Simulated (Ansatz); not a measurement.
# VIF3 (VIF₃) radical: geometry optimisation

Aim: relax VIF3 (VIF₃) radical at this level.

Computed with Ansatz 0.2.0. Level: UKS PBE0-D4/def2-SVP.

## Step 1: The system as given

5 atoms, charge 0, spin multiplicity 2.

Atoms are counted from 1 here; the program's logs count them from 0.

Bond lengths: V1–I2 2.530 Å, V1–F3 1.715 Å, V1–F4 1.725 Å, V1–F5 1.715 Å. Angles: I2–V1–F3 106.8°, I2–V1–F4 108.9°, I2–V1–F5 106.7°, F3–V1–F4 106.6°, F3–V1–F5 120.9°, F4–V1–F5 106.5°.

Geometry (Å):

```xyz
5
charge 0, multiplicity 2
V     0.02490   -0.04201   -0.19705
I     0.04169   -0.07713    2.33216
F     1.65678    0.12016   -0.70033
F    -0.79799    1.37667   -0.73206
F    -0.92538   -1.37769   -0.70273
```

## Step 2: Relaxation

The input, input.yaml:

```yaml
crystal:
  periodic: [false, false, false]
  atoms:
    - { symbol: V, position_ang: [0.024904, -0.042013, -0.197052] }
    - { symbol: I, position_ang: [0.041687, -0.077131, 2.332164] }
    - { symbol: F, position_ang: [1.656776, 0.120163, -0.70033] }
    - { symbol: F, position_ang: [-0.797988, 1.376666, -0.732056] }
    - { symbol: F, position_ang: [-0.925379, -1.377686, -0.702725] }
magnetization:
  spin_polarized: true
  initial_magnetization: 1
basis:
  gaussian: { orbitals: def2-SVP }
hamiltonian:
  xc: pbe0
  dispersion: d4
output:
  forces: true
relax:
  f_tol: 0.003
  max_steps: 120
```

Launch:

```
$ ansatz run input.yaml --threads 1 --pin off --max-ram 2560MiB --backend cpu --events-out ev --progress --plain --runs-dir out
```

**Question.** What will these runs give? Wanted: energy gained; root mean square move; dipole moment.

The runs gave:

| quantity | value |
| --- | --- |
| energy gained | 0.0241 eV |
| root mean square move | 0.018 Å |
| dipole moment | 0.64 D |

In words: Bond lengths: V1–I2 2.513 Å, V1–F3 1.695 Å, V1–F4 1.705 Å, V1–F5 1.695 Å. Angles: I2–V1–F3 106.7°, I2–V1–F4 108.4°, I2–V1–F5 106.7°, F3–V1–F4 106.8°, F3–V1–F5 121.0°, F4–V1–F5 106.8°. No frequencies were computed here.
